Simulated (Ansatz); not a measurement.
Predict the output of the script below (the Python package of Ansatz (0.2.0)).

The script reads `srmg2.cif`:
```cif
data_SrMg2
_cell_length_a 3.716338
_cell_length_b 3.716338
_cell_length_c 16.864613
_cell_angle_alpha 90.00000
_cell_angle_beta 90.00000
_cell_angle_gamma 120.00000
_symmetry_space_group_name_H-M 'P 1'
_symmetry_Int_Tables_number 1
loop_
_symmetry_equiv_pos_as_xyz
'x, y, z'
loop_
_atom_site_label
_atom_site_type_symbol
_atom_site_fract_x
_atom_site_fract_y
_atom_site_fract_z
Sr1 Sr    0.333333    0.666667    0.250000
Sr2 Sr    0.666667    0.333333    0.750000
Mg3 Mg    0.666667    0.333333    0.426362
Mg4 Mg    0.666667    0.333333    0.073638
Mg5 Mg    0.333333    0.666667    0.926362
Mg6 Mg    0.333333    0.666667    0.573638
```

`vcrelax_srmg2.py`
```python
# -*- coding: utf-8 -*-
from pathlib import Path

import ansatz
from ase.io import read
import numpy as np

def edges_and_angles(cell):
    cell = np.asarray(cell)
    a, b, c = np.linalg.norm(cell, axis=1)
    cosines = cell[1] @ cell[2] / (b * c), cell[0] @ cell[2] / (a * c), cell[0] @ cell[1] / (a * b)
    return (a, b, c, *np.degrees(np.arccos(cosines)))

atoms = read("srmg2.cif")
system = ansatz.Crystal.from_ase(atoms)

calc = system.calculation()
calc = calc.functional("pbesol")
calc = calc.basis(38 * ansatz.Ry)
calc = calc.kpoints(length=24)
calc = calc.occupations("fermi_dirac")
calc = calc.relax(max_steps=30, fix_cell=["shape"])
calc = calc.density()
calc = calc.electron_localization_function()
calc = calc.output_files(volumetric_format="npy")
steps = []


def collect(event):
    if event["event"] == "relax_step":
        steps.append(event["data"])


result = calc.session().plan().execute(on_event=collect)
summary = result.report
print("step   energy (eV)     max comp. (eV/A)   P (GPa)  SCF")
for s in steps:
    print(f"{s['step']:4d} {s['lagrangian_ev']:15.5f} {s['allowed_force_max_ev_ang']:12.4f} {s['pressure_gpa']:10.3f} {s['n_scf']:5d}")

first, last = steps[0], steps[-1]
symbols = [site.symbol for site in result.lattice.sites]
print(f"energy gained {first['lagrangian_ev'] - last['lagrangian_ev']:.4f} eV in {len(steps) - 1} steps")
for label, vectors in (("before", first["cell_ang"]), ("after", result.lattice.cell_ang)):
    print(label, "a b c (A) {:.4f} {:.4f} {:.4f}  angles {:.2f} {:.2f} {:.2f}".format(*edges_and_angles(vectors)), f" V = {abs(np.linalg.det(vectors)):.3f} A^3")
print("final stress xx yy zz (GPa, compression positive):", np.round(np.diag(summary["stress_gpa"]), 3) + 0.0)

print("relaxed fractional positions")
for site in result.lattice.sites:
    print(f"  {site.symbol:2s}", " ".join(f"{v % 1:8.5f}" for v in np.round(site.position_frac, 5)))

change = np.array(last["positions_ang"]) @ np.linalg.inv(last["cell_ang"]) - np.array(first["positions_ang"]) @ np.linalg.inv(first["cell_ang"])
moved = np.linalg.norm(change @ np.array(last["cell_ang"]), axis=1)
print("displacement within the cell, strain taken out (A):", " ".join(f"{s}:{d:.3f}" for s, d in zip(symbols, moved)))

print(f"free energy      {summary['free_energy_ev']:.5f} eV")
print(f"per atom         {summary['free_energy_ev'] / len(result.lattice.sites):.5f} eV")
print(f"SCF iterations   {summary['n_iterations']}  (converged: {summary['converged']})")

folder = Path(result.write_results("elf"))
elf = np.load(folder / "elf.npy")
peak = np.unravel_index(elf.argmax(), elf.shape)
print(f"largest ELF {elf.max():.3f} at grid fractions", np.round(np.array(peak) / elf.shape, 3))
for level in (0.2, 0.5, 0.7, 0.8, 0.9):
    print(f"share of the cell with ELF over {level}: {np.mean(elf > level):.3f}")
```

```console
$ python vcrelax_srmg2.py
DeckWarning: the atoms were moved onto the symmetric positions of the space group found under crystal.symmetry.tolerance 1.0e-5 (fractional; no operation is sought that the atoms, as they stand in a [...]
step   energy (eV)     max comp. (eV/A)   P (GPa)  SCF
   1    -14631.60430       0.0017     -0.771     7
   2    -14631.62017       0.0073     -0.379     5
   3    -14631.62479       0.0102      0.024     5
   4    -14631.62484       0.0068      0.005     5
   5    -14631.62480       0.0068      0.005     4
energy gained 0.0205 eV in 4 steps
before a b c (A) 3.7163 3.7163 16.8646  angles 90.00 90.00 120.00  V = 201.715 A^3
after a b c (A) 3.6646 3.6646 16.6298  angles 90.00 90.00 120.00  V = 193.405 A^3
final stress xx yy zz (GPa, compression positive): [ 0.034  0.034 -0.054]
relaxed fractional positions
  Sr  0.33333  0.66667  0.25000
  Sr  0.66667  0.33333  0.75000
  Mg  0.66667  0.33333  0.42629
  Mg  0.66667  0.33333  0.07371
  Mg  0.33333  0.66667  0.92629
  Mg  0.33333  0.66667  0.57371
displacement within the cell, strain taken out (A): Sr:0.000 Sr:0.000 Mg:0.001 Mg:0.001 Mg:0.001 Mg:0.001
free energy      -14631.62480 eV
per atom         -2438.60413 eV
SCF iterations   4  (converged: True)
largest ELF 0.863 at grid fractions [0.5   0.233 0.72 ]
share of the cell with ELF over 0.2: 0.718
share of the cell with ELF over 0.5: 0.217
share of the cell with ELF over 0.7: 0.050
share of the cell with ELF over 0.8: 0.026
share of the cell with ELF over 0.9: 0.000
```
(Warnings from the package without file and line, shortened.)

Notes:
- The input holds a mistake (unknown cell word), so what it prints is no property of SrMg2.
- The mesh is modest for a metal, so energies can be off by several to tens of meV an atom and pressures by half a GPa or more; differences at equal mesh fare better.
- Energies along a relaxation are free energies. Rows at an unchanged volume are solved on a plane-wave basis chosen afresh for that cell, so the energy jumps there and such rows are no steps of the walk.
- The fields are valence quantities on the plane-wave grid; their values near the nuclei depend on the potentials.
- The structure comes from a database of computed cells and needn't be a stable or known phase.
- The whole script took 34 s on 1 thread of Arm Neoverse N1 (shared host), peak memory 0.59 GiB.
